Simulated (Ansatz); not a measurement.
**C5H12Si (vinyltrimethylsilane) at 6 levels**

We compute a comparison of 6 runs (HF/6-31G*, BHLYP/6-31G*, wB97X/6-31G*, B3LYP/6-31G*, RPA@PBE/6-31G*, MP2/6-31G*) of C5H12Si (vinyltrimethylsilane). 

Program for the calculation: Ansatz 0.2.0.

31 further runs of the same task are left out: 31 set aside as unsound or not needed.

## Step 1: Starting point

The species is C5H12Si (18 atoms), meant as a singlet with charge 0. SMILES: `C=C[Si](C)(C)C`. The C4–H12 distance was set to 2.405 Å, away from the relaxed value. At this shape a bond of the SMILES string is far longer than usual.

Bond lengths: C1–C2 1.330 Å, C2–Si3 1.869 Å, Si3–C4 1.873 Å, Si3–C5 1.875 Å, Si3–C6 1.875 Å, C1–H7 1.087 Å, C1–H8 1.087 Å, C2–H9 1.091 Å, C4–H10 1.093 Å, C4–H11 1.093 Å, C5–H13 1.093 Å, C5–H14 1.094 Å, C5–H15 1.093 Å, C6–H16 1.093 Å, C6–H17 1.093 Å, C6–H18 1.094 Å. Some angles: C1–C2–Si3 124.8°, C2–Si3–C4 109.7°, C2–Si3–C5 108.9°, C2–Si3–C6 108.9°, C4–Si3–C5 110.1°, C4–Si3–C6 110.1°, C5–Si3–C6 109.2°, C1–C2–H9 117.2°, Si3–C2–H9 118.0°, C2–C1–H7 122.5°.

## Step 2: The energy at HF/6-31G(d) (spherical functions) (run 1)

The input, run.yaml:

```yaml
crystal:
  periodic: [false, false, false]
  atoms:
    - {symbol: C, position_ang: [-2.098279, 0.697586, 0.498109]}
    - {symbol: C, position_ang: [-1.234809, 1.299896, -0.315241]}
    - {symbol: Si, position_ang: [0.615201, 1.356426, -0.054241]}
    - {symbol: C, position_ang: [1.058961, 0.441166, 1.518279]}
    - {symbol: C, position_ang: [1.156511, 3.147786, 0.069329]}
    - {symbol: C, position_ang: [1.460321, 0.555986, -1.524741]}
    - {symbol: H, position_ang: [-3.168649, 0.688106, 0.308999]}
    - {symbol: H, position_ang: [-1.773039, 0.181876, 1.397759]}
    - {symbol: H, position_ang: [-1.643799, 1.795086, -1.197491]}
    - {symbol: H, position_ang: [0.583731, 0.893166, 2.392649]}
    - {symbol: H, position_ang: [2.140241, 0.465526, 1.678979]}
    - {symbol: H, position_ang: [0.389440, -1.865980, 1.413780]}
    - {symbol: H, position_ang: [0.687101, 3.641756, 0.923719]}
    - {symbol: H, position_ang: [2.240961, 3.222256, 0.189239]}
    - {symbol: H, position_ang: [0.882181, 3.704786, -0.830641]}
    - {symbol: H, position_ang: [1.172751, -0.494134, -1.619111]}
    - {symbol: H, position_ang: [1.191031, 1.061016, -2.456331]}
    - {symbol: H, position_ang: [2.548351, 0.601126, -1.424071]}
basis:
  gaussian: {orbitals: 6-31G_st_-spherical.json}
magnetization: {spin_polarized: false}
hamiltonian: {xc: hf}
accuracy: high
output: {orbitals: {seedname: orbitals}}
```

The basis set 6-31G* is read from a file made from the Basis Set Exchange's data (not shown).

The run is started by

```bash
$ ansatz run run.yaml --threads 1 --pin off --max-ram 3480MiB --events-out events.jsonl --progress --plain --runs-dir runs
```

What it wrote:

```text
Warning: RAYON_NUM_THREADS=1 ignored (pool sized by the plan → 1); use --threads N
Functional definition: HF
  name "HF"
  exchange = exact_x
  correlation = 0
2874 factors; integrals over basis functions are off by at most 4.4e-9 eV
mean field evaluation 1: about -13193.7903 eV, gradient 3.7e1 eV
mean field evaluation 2: about -13193.9076 eV, gradient 3.7e1 eV
mean field evaluation 4: about -13198.6268 eV, gradient 5.0e0 eV
mean field evaluation 8: about -13198.7511 eV, gradient 3.5e-1 eV
mean field -13198.75221446 eV, -485.0451974459 hartree, gradient 2.5e-8 eV, S^2 0.000000; 0 other end points of the search recorded, 0 dependent functions left out
reference -13198.75221446 eV, -485.0451974459 hartree; 28, 28 occupied and 84, 84 virtual orbitals, 2874 factors
Total energy: -13198.75221446 eV, -485.0451974459 hartree
```

It took 5.1 s on 1 thread of Intel Xeon 6975P-C (Granite Rapids), shared host; peak memory 0.44 GiB.

## Step 3: A single-point energy at BHLYP/6-31G(d) (spherical functions) (run 2)

The input, job.yaml:

```yaml
crystal:
  periodic: [false, false, false]
  atoms:
    - {symbol: C, position_ang: [-2.098279, 0.697586, 0.498109]}
    - {symbol: C, position_ang: [-1.234809, 1.299896, -0.315241]}
    - {symbol: Si, position_ang: [0.615201, 1.356426, -0.054241]}
    - {symbol: C, position_ang: [1.058961, 0.441166, 1.518279]}
    - {symbol: C, position_ang: [1.156511, 3.147786, 0.069329]}
    - {symbol: C, position_ang: [1.460321, 0.555986, -1.524741]}
    - {symbol: H, position_ang: [-3.168649, 0.688106, 0.308999]}
    - {symbol: H, position_ang: [-1.773039, 0.181876, 1.397759]}
    - {symbol: H, position_ang: [-1.643799, 1.795086, -1.197491]}
    - {symbol: H, position_ang: [0.583731, 0.893166, 2.392649]}
    - {symbol: H, position_ang: [2.140241, 0.465526, 1.678979]}
    - {symbol: H, position_ang: [0.389440, -1.865980, 1.413780]}
    - {symbol: H, position_ang: [0.687101, 3.641756, 0.923719]}
    - {symbol: H, position_ang: [2.240961, 3.222256, 0.189239]}
    - {symbol: H, position_ang: [0.882181, 3.704786, -0.830641]}
    - {symbol: H, position_ang: [1.172751, -0.494134, -1.619111]}
    - {symbol: H, position_ang: [1.191031, 1.061016, -2.456331]}
    - {symbol: H, position_ang: [2.548351, 0.601126, -1.424071]}
basis:
  gaussian: {orbitals: 6-31G_st_-spherical.json}
hamiltonian: {xc: {name: BHLYP}}
accuracy: high
output: {orbitals: {seedname: orbitals}}
```

The basis set 6-31G* is read from a file made from the Basis Set Exchange's data (not shown).

The run is started by

```bash
$ ansatz run job.yaml --threads 1 --pin off --max-ram 3480MiB --events-out events.jsonl --progress --plain --runs-dir runs
```

What it wrote:

```text
Warning: RAYON_NUM_THREADS=1 ignored (pool sized by the plan → 1); use --threads N
Functional definition: BHLYP
  name "BHLYP"
  parameter a = 0.5
  exchange = (1 - a)*b88_x + a*exact_x
  correlation = lyp_c
2874 factors; integrals over basis functions are off by at most 4.4e-9 eV
mean field evaluation 1: about -13238.5371 eV, gradient 6.1e1 eV
mean field evaluation 2: about -13236.4855 eV, gradient 6.1e1 eV
mean field evaluation 4: about -13249.4003 eV, gradient 6.2e0 eV
mean field evaluation 8: about -13249.5786 eV, gradient 1.1e-1 eV
mean field evaluation 16: about -13249.5786 eV, gradient 6.3e-5 eV
mean field -13249.57864595 eV, -486.9130343516 hartree, gradient 2.5e-8 eV, S^2 0.000000; 0 other end points of the search recorded, 0 dependent functions left out
reference -13249.57867722 eV, -486.9130355008 hartree; 28, 28 occupied and 84, 84 virtual orbitals, 2874 factors
Total energy: -13249.57867722 eV, -486.9130355008 hartree
```

Run time: 11 s. Hardware: 1 thread of Intel Xeon 6975P-C (Granite Rapids), shared host; peak memory 0.52 GiB.

Run 3 isn't shown in full; the table further down has it.

## Step 4: The energy at B3LYP/6-31G(d) (Cartesian functions) (run 4)

The input, input.yaml:

```yaml
basis:
  gaussian:
    orbitals: "6-31G*"
crystal:
  periodic: [false, false, false]
  atoms:
    - {symbol: C, position_ang: [-2.098279, 0.697586, 0.498109]}
    - {symbol: C, position_ang: [-1.234809, 1.299896, -0.315241]}
    - {symbol: Si, position_ang: [0.615201, 1.356426, -0.054241]}
    - {symbol: C, position_ang: [1.058961, 0.441166, 1.518279]}
    - {symbol: C, position_ang: [1.156511, 3.147786, 0.069329]}
    - {symbol: C, position_ang: [1.460321, 0.555986, -1.524741]}
    - {symbol: H, position_ang: [-3.168649, 0.688106, 0.308999]}
    - {symbol: H, position_ang: [-1.773039, 0.181876, 1.397759]}
    - {symbol: H, position_ang: [-1.643799, 1.795086, -1.197491]}
    - {symbol: H, position_ang: [0.583731, 0.893166, 2.392649]}
    - {symbol: H, position_ang: [2.140241, 0.465526, 1.678979]}
    - {symbol: H, position_ang: [0.389440, -1.865980, 1.413780]}
    - {symbol: H, position_ang: [0.687101, 3.641756, 0.923719]}
    - {symbol: H, position_ang: [2.240961, 3.222256, 0.189239]}
    - {symbol: H, position_ang: [0.882181, 3.704786, -0.830641]}
    - {symbol: H, position_ang: [1.172751, -0.494134, -1.619111]}
    - {symbol: H, position_ang: [1.191031, 1.061016, -2.456331]}
    - {symbol: H, position_ang: [2.548351, 0.601126, -1.424071]}
hamiltonian:
  xc: {name: B3LYP}
accuracy: high
output: {orbitals: {seedname: orbitals}}
```

The run is started by

```bash
$ ansatz run input.yaml --threads 1 --pin off --max-ram 3480MiB --events-out events.jsonl --progress --plain --runs-dir runs
```

What it wrote:

```text
Warning: RAYON_NUM_THREADS=1 ignored (pool sized by the plan → 1); use --threads N
Functional definition: B3LYP
  name "B3LYP"
  parameter a0 = 0.2
  parameter ax = 0.72
  parameter ac = 0.81
  exchange = (1 - a0 - ax)*slater_x + ax*b88_x + a0*exact_x
  correlation = (1 - ac)*vwn_rpa_c + ac*lyp_c
2924 factors; integrals over basis functions are off by at most 4.6e-9 eV
mean field evaluation 1: about -13234.3973 eV, gradient 8.4e1 eV
mean field evaluation 2: about -13218.7609 eV, gradient 1.0e2 eV
mean field evaluation 4: about -13252.4617 eV, gradient 2.0e1 eV
mean field evaluation 8: about -13254.4270 eV, gradient 9.8e-1 eV
mean field evaluation 16: about -13254.4301 eV, gradient 3.5e-4 eV
mean field -13254.43013033 eV, -487.0913231143 hartree, gradient 7.8e-8 eV, S^2 0.000000; 0 other end points of the search recorded, 0 dependent functions left out
reference -13254.43017701 eV, -487.0913248296 hartree; 28, 28 occupied and 90, 90 virtual orbitals, 2924 factors
Total energy: -13254.43017701 eV, -487.0913248296 hartree
```

Run time: 11 s. Hardware: 1 thread of Intel Xeon 6975P-C (Granite Rapids), shared host; peak memory 0.56 GiB.

Run 5 isn't shown in full; the table further down has it.

## Step 5: A single-point energy at MP2/6-31G(d) (spherical functions) (run 6)

The input, job.yaml:

```yaml
crystal:
  periodic: [false, false, false]
  atoms:
    - symbol: C
      position_ang: [-2.098279, 0.697586, 0.498109]
    - symbol: C
      position_ang: [-1.234809, 1.299896, -0.315241]
    - symbol: Si
      position_ang: [0.615201, 1.356426, -0.054241]
    - symbol: C
      position_ang: [1.058961, 0.441166, 1.518279]
    - symbol: C
      position_ang: [1.156511, 3.147786, 0.069329]
    - symbol: C
      position_ang: [1.460321, 0.555986, -1.524741]
    - symbol: H
      position_ang: [-3.168649, 0.688106, 0.308999]
    - symbol: H
      position_ang: [-1.773039, 0.181876, 1.397759]
    - symbol: H
      position_ang: [-1.643799, 1.795086, -1.197491]
    - symbol: H
      position_ang: [0.583731, 0.893166, 2.392649]
    - symbol: H
      position_ang: [2.140241, 0.465526, 1.678979]
    - symbol: H
      position_ang: [0.389440, -1.865980, 1.413780]
    - symbol: H
      position_ang: [0.687101, 3.641756, 0.923719]
    - symbol: H
      position_ang: [2.240961, 3.222256, 0.189239]
    - symbol: H
      position_ang: [0.882181, 3.704786, -0.830641]
    - symbol: H
      position_ang: [1.172751, -0.494134, -1.619111]
    - symbol: H
      position_ang: [1.191031, 1.061016, -2.456331]
    - symbol: H
      position_ang: [2.548351, 0.601126, -1.424071]
basis:
  gaussian:
    orbitals: 6-31G_st_-spherical.json
accuracy: high
correlation:
  method: mp2
  frozen_orbitals: {C: 1, H: 0, Si: 5}
magnetization:
  spin_polarized: false
  initial_magnetization: 0
```

The basis set 6-31G* is read from a file made from the Basis Set Exchange's data (not shown).

The run is started by

```bash
$ ansatz run job.yaml --threads 1 --pin off --max-ram 3480MiB --events-out events.jsonl --progress --plain --runs-dir runs
```

What it wrote (excerpt; [...] marks lines left out):

```text
Warning: RAYON_NUM_THREADS=1 ignored (pool sized by the plan → 1); use --threads N
Functional definition: HF
  name "HF"
[...]
2874 factors; integrals over basis functions are off by at most 4.4e-9 eV
[...]
mean field -13198.75221446 eV, -485.0451974459 hartree, gradient 2.5e-8 eV, S^2 0.000000; 0 other end points of the search recorded, 0 dependent functions left out; unrestricted orbitals would lower it
[...]
unrestricted determinant -13200.62057585 eV, -485.1138584605 hartree, S^2 0.8970
10 core orbitals not correlated: weight in the atoms' cores, before any rotation towards them, 1.000 or more for the frozen orbitals, at most 0.000 for the correlated occupied ones
reference -13198.75221446 eV, -485.0451974459 hartree; 18, 18 occupied and 84, 84 virtual orbitals, 2874 factors
second order -20.30601920 eV of doubles, -0.00000000 eV of singles
Total energy: -13219.05823366 eV, -485.7914298876 hartree
```

It took 11 s on 1 thread of Intel Xeon 6975P-C (Granite Rapids), shared host; peak memory 0.53 GiB.

## Step 6: All runs side by side

```csv
run,level,Cartesian functions,frozen core orbitals,energy (Eh),HOMO energy (eV),LUMO energy (eV),HOMO–LUMO gap (eV),wall time
1,HF/6-31G* (spherical functions),no,–,-485.045197,-8.71,0.63,9.34,5.1 s
2,BHLYP/6-31G* (spherical functions),no,–,-486.913036,-7.67,-1.88,5.79,11 s
3,wB97X/6-31G* (spherical functions),no,–,-486.988583,-9.06,-0.82,8.24,33 s
4,B3LYP/6-31G* (Cartesian functions),yes,–,-487.091325,-6.73,-3.03,3.69,11 s
5,RPA@PBE/6-31G* (spherical functions),no,10,-486.269850,–,–,–,32 s
6,MP2/6-31G* (spherical functions),no,10,-485.791430,–,–,–,11 s
```

## Step 7: What came out

```
                                           quantity          value
                                run 6: total energy  -485.79143 Eh
run 6: correlation energy (10 core orbitals frozen)     -746.2 mEh
```

In words: Over runs 1, 2, 3, 4 the HOMO–LUMO gap runs from 3.69 eV (B3LYP/6-31G*) to 9.34 eV (HF/6-31G*). Exact exchange widens orbital gaps. Totals of different functionals can't be ranked against each other. In runs 5, 6 the log says that unrestricted orbitals would lower the reference, so the values rest on an unstable closed-shell determinant (other closed-shell runs at this shape may share the fault). In runs 1, 2, 3, 4, 5, 6 a closed-shell determinant meets a far-stretched bond, which it describes badly. All runs together took 1.7 min, the longest 33 s.
